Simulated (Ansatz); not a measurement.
# C2H8ClNO2Ti: ionisation energy by level of theory

An exercise on one series of results from a longer session: the logs are not shown, and one member is left open.

Computed with Ansatz 0.2.0, Gaussian basis. Level: unrestricted cation, the program's frozen cores in correlated methods.

Levels to be run: UKS PBE-D4/def2-TZVPP; UKS r2SCAN-D4/def2-TZVPP; UKS PBE0-D4/def2-TZVPP; UKS B3LYP-D4/def2-TZVPP; UKS wB97X-V/def2-TZVPP; UKS wB97M-V/def2-TZVPP; UKS B2PLYP/def2-TZVPP; UHF-CCSD(T)/def2-TZVPP; UHF-MP2/def2-QZVPP; extrapolation to the limit; then −ε(HOMO) from the neutral's earlier runs with LDA (SPW92), PBE-D4, revPBE-D4, BLYP-D4, r2SCAN-D4, B97M-V, PBE0-D4, B3LYP-D4, r2SCANh-D4, r2SCAN0-D4, HSE06-D4, BHLYP-D4, CAM-B3LYP-D4, LC-ωPBE, ωB97X-V, ωB97M-V.

## The relaxed structure

All runs share one geometry, relaxed beforehand with PBE0-D4 in a triple-zeta def2 set.

SMILES `C[NH][Ti]([OH])([Cl])[O]C`, 15 atoms, charge 0, spin multiplicity 1.

Atoms are counted from 1 here; the program's logs count them from 0.

Bond lengths: C1–N2 1.442 Å, C1–H8 1.092 Å, C1–H9 1.096 Å, C1–H10 1.096 Å, N2–Ti3 1.862 Å, N2–H11 1.013 Å, Ti3–O4 1.789 Å, Ti3–Cl5 2.243 Å, Ti3–O6 1.759 Å, O4–H12 0.956 Å, O6–C7 1.390 Å, C7–H13 1.095 Å, C7–H14 1.094 Å, C7–H15 1.095 Å. Angles: N2–C1–H8 109.9°, N2–C1–H9 112.0°, N2–C1–H10 111.8°, H8–C1–H9 107.5°, H8–C1–H10 107.2°, H9–C1–H10 108.2°, C1–N2–Ti3 128.9°, C1–N2–H11 113.1°, Ti3–N2–H11 117.9°, N2–Ti3–O4 107.1°, N2–Ti3–Cl5 108.7°, N2–Ti3–O6 109.0°, O4–Ti3–Cl5 111.1°, O4–Ti3–O6 115.7°, Cl5–Ti3–O6 105.1°, Ti3–O4–H12 138.5°, Ti3–O6–C7 161.3°, O6–C7–H13 110.2° and more.

The first run:

Input file in.yaml:

```yaml
crystal:
  periodic: [false, false, false]
  atoms:
    - {symbol: C, position_ang: [-1.649138, 1.566339, 0.141232]}
    - {symbol: N, position_ang: [-1.298885, 0.591086, -0.861878]}
    - {symbol: Ti, position_ang: [0.276426, -0.384175, -1.044254]}
    - {symbol: O, position_ang: [-0.071275, -1.743262, -2.155140]}
    - {symbol: Cl, position_ang: [1.860841, 0.961647, -1.887231]}
    - {symbol: O, position_ang: [0.858599, -0.834423, 0.553302]}
    - {symbol: C, position_ang: [1.619070, -0.866746, 1.716043]}
    - {symbol: H, position_ang: [-0.845359, 1.649875, 0.876039]}
    - {symbol: H, position_ang: [-2.562465, 1.290181, 0.681297]}
    - {symbol: H, position_ang: [-1.796443, 2.561862, -0.293638]}
    - {symbol: H, position_ang: [-2.021772, 0.460127, -1.559338]}
    - {symbol: H, position_ang: [0.133418, -2.674211, -2.234393]}
    - {symbol: H, position_ang: [1.051380, -0.443799, 2.551254]}
    - {symbol: H, position_ang: [1.885948, -1.898983, 1.962917]}
    - {symbol: H, position_ang: [2.537756, -0.286318, 1.583088]}
basis:
  gaussian: {orbitals: def2-TZVPP}
total_charge: 1
magnetization: {spin_polarized: true, initial_magnetization: 1}
hamiltonian: {xc: pbe, dispersion: d4}
```

Steps of the session up to this table: Cation, UKS PBE-D4/def2-TZVPP; Cation, UKS r2SCAN-D4/def2-TZVPP; Cation, UKS PBE0-D4/def2-TZVPP; Cation, UKS B3LYP-D4/def2-TZVPP; Cation, UKS wB97X-V/def2-TZVPP; Cation, UKS wB97M-V/def2-TZVPP; Cation, UKS B2PLYP (frozen core)/def2-TZVPP; Cation, UHF-CCSD(T)/def2-TZVPP; Cation, UHF-MP2/def2-QZVPP.

One table of the session follows, with a row left open; its other results are not shown here.

It belongs to the step «Ionisation energies side by side». Orbital estimates, from the neutral's runs:

| functional | −ε(HOMO) (eV) |
| --- | --- |
| LDA (SPW92) | 5.80 |
| PBE-D4 | 5.65 |
| revPBE-D4 | 5.60 |
| BLYP-D4 | 5.54 |
| r2SCAN-D4 | 5.92 |
| B97M-V | 6.02 |
| PBE0-D4 | 6.98 |
| B3LYP-D4 | 6.76 |
| r2SCANh-D4 | 6.42 |
| r2SCAN0-D4 | 7.17 |
| HSE06-D4 | ? |
| BHLYP-D4 | 8.22 |
| CAM-B3LYP-D4 | 8.35 |
| LC-ωPBE | 9.69 |
| ωB97X-V | 9.35 |
| ωB97M-V | 9.25 |

Estimate the missing values for HSE06-D4.

**Answer.** −ε(HOMO) (eV): 6.58. In the column «−ε(HOMO) (eV)» it lies between r2SCANh-D4 (6.42) and B3LYP-D4 (6.76).
